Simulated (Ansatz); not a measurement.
# C₂H₈CuNS: one species, many methods

The task here is to estimate one member of a computed series from the others.

Method: functionals in def2-TZVPP, the program's frozen cores in correlated methods; program: Ansatz 0.2.0, Gaussian basis.

Levels to be run: LDA (SPW92), PBE-D4, revPBE-D4, BLYP-D4, r2SCAN-D4, B97M-V, PBE0-D4, B3LYP-D4, r2SCANh-D4, r2SCAN0-D4, HSE06-D4, BHLYP-D4, CAM-B3LYP-D4, LC-ωPBE, ωB97X-V, ωB97M-V, B2PLYP, PBE-QIDH; CCSD(T)/def2-SVP; CCSD(T)/def2-TZVPP; MP2/def2-QZVPP; extrapolation to the limit; RPA on PBE.

### The relaxed structure

The geometry comes from an earlier relaxation with PBE0-D4 in a triple-zeta def2 set; it is a stationary point, not always the lowest conformer.

13 atoms, charge 0, spin multiplicity 1.

Atoms are counted from 1 here; the program's logs count them from 0.

Bond lengths: C1–S2 1.801 Å, C1–H6 1.089 Å, C1–H7 1.089 Å, C1–H8 1.091 Å, S2–C3 1.800 Å, S2–Cu4 2.165 Å, C3–H9 1.089 Å, C3–H10 1.089 Å, C3–H11 1.091 Å, Cu4–N5 1.822 Å, N5–H12 1.014 Å, N5–H13 1.014 Å. Angles: S2–C1–H6 111.0°, S2–C1–H7 106.9°, S2–C1–H8 109.6°, H6–C1–H7 109.3°, H6–C1–H8 110.5°, H7–C1–H8 109.4°, C1–S2–C3 100.2°, C1–S2–Cu4 106.9°, C3–S2–Cu4 106.7°, S2–C3–H9 111.0°, S2–C3–H10 107.0°, S2–C3–H11 109.5°, H9–C3–H10 109.3°, H9–C3–H11 110.5°, H10–C3–H11 109.4°, S2–Cu4–N5 175.4°, Cu4–N5–H12 114.7°, Cu4–N5–H13 114.0° and more.

Set-up of the first run:

in.yaml

```yaml
crystal:
  periodic: [false, false, false]
  atoms:
    - {symbol: C, position_ang: [-1.249373, -1.487075, -0.204062]}
    - {symbol: S, position_ang: [0.128433, -0.557093, -0.896445]}
    - {symbol: C, position_ang: [1.481573, -1.200391, 0.100636]}
    - {symbol: Cu, position_ang: [-0.149258, 1.508385, -0.311484]}
    - {symbol: N, position_ang: [-0.525431, 3.229560, 0.154316]}
    - {symbol: H, position_ang: [-1.345471, -1.303338, 0.865307]}
    - {symbol: H, position_ang: [-2.150311, -1.143072, -0.710552]}
    - {symbol: H, position_ang: [-1.107516, -2.550975, -0.398283]}
    - {symbol: H, position_ang: [1.301535, -1.027471, 1.160967]}
    - {symbol: H, position_ang: [2.381699, -0.667768, -0.203488]}
    - {symbol: H, position_ang: [1.605977, -2.265849, -0.097124]}
    - {symbol: H, position_ang: [-0.167707, 3.510463, 1.060539]}
    - {symbol: H, position_ang: [-0.183750, 3.919723, -0.505528]}
basis:
  gaussian: {orbitals: def2-TZVPP}
hamiltonian: {xc: lda}
output: {orbitals: {seedname: orbitals}}
```

Launch:

```console
ansatz run in.yaml --threads 4 --pin off --events-out ev --progress --plain --max-ram 11315MiB
```

Steps of the session up to this table: LDA; PBE-D4 (GGA); revPBE-D4 (GGA); BLYP-D4 (GGA); r2SCAN-D4 (meta-GGA); B97M-V (meta-GGA); PBE0-D4 (hybrid); B3LYP-D4 (hybrid); r2SCANh-D4 (hybrid); r2SCAN0-D4 (hybrid); HSE06-D4 (hybrid); BHLYP-D4 (hybrid); CAM-B3LYP-D4 (range-separated); LC-ωPBE (range-separated); ωB97X-V (range-separated); ωB97M-V (range-separated); B2PLYP (double hybrid); PBE-QIDH (double hybrid).

One of the session's tables, all rows but one given; the rest of the session is left out.

It belongs to the step «Frontier levels by functional». 

| functional | HOMO (eV) | gap (eV) |
| --- | --- | --- |
| LDA (SPW92) | -4.16 | 2.96 |
| PBE-D4 | -3.95 | 2.94 |
| revPBE-D4 | -3.86 | 2.93 |
| BLYP-D4 | -3.83 | 2.92 |
| r2SCAN-D4 | -4.10 | 3.33 |
| B97M-V | -4.09 | 3.23 |
| PBE0-D4 | -5.06 | 4.93 |
| B3LYP-D4 | -4.87 | 4.50 |
| r2SCANh-D4 | -4.53 | 4.08 |
| r2SCAN0-D4 | -5.20 | 5.23 |
| HSE06-D4 | -4.65 | 4.15 |
| BHLYP-D4 | ? | ? |
| CAM-B3LYP-D4 | -6.44 | 7.30 |
| LC-ωPBE | -7.78 | 9.80 |
| ωB97X-V | -7.43 | 9.27 |
| ωB97M-V | -7.39 | 8.81 |

Q: Estimate the row for BHLYP-D4 from the others.

Worked estimate for «HOMO (eV)». Against the share of exact exchange, BLYP-D4 (0, -3.83), B3LYP-D4 (0.2, -4.87) give a slope of -5.20 per unit share; at 0.5 the line stands at -6.43.

The run gave: HOMO (eV): -6.15; gap (eV): 6.86. In «HOMO (eV)» the line misses by -0.28.
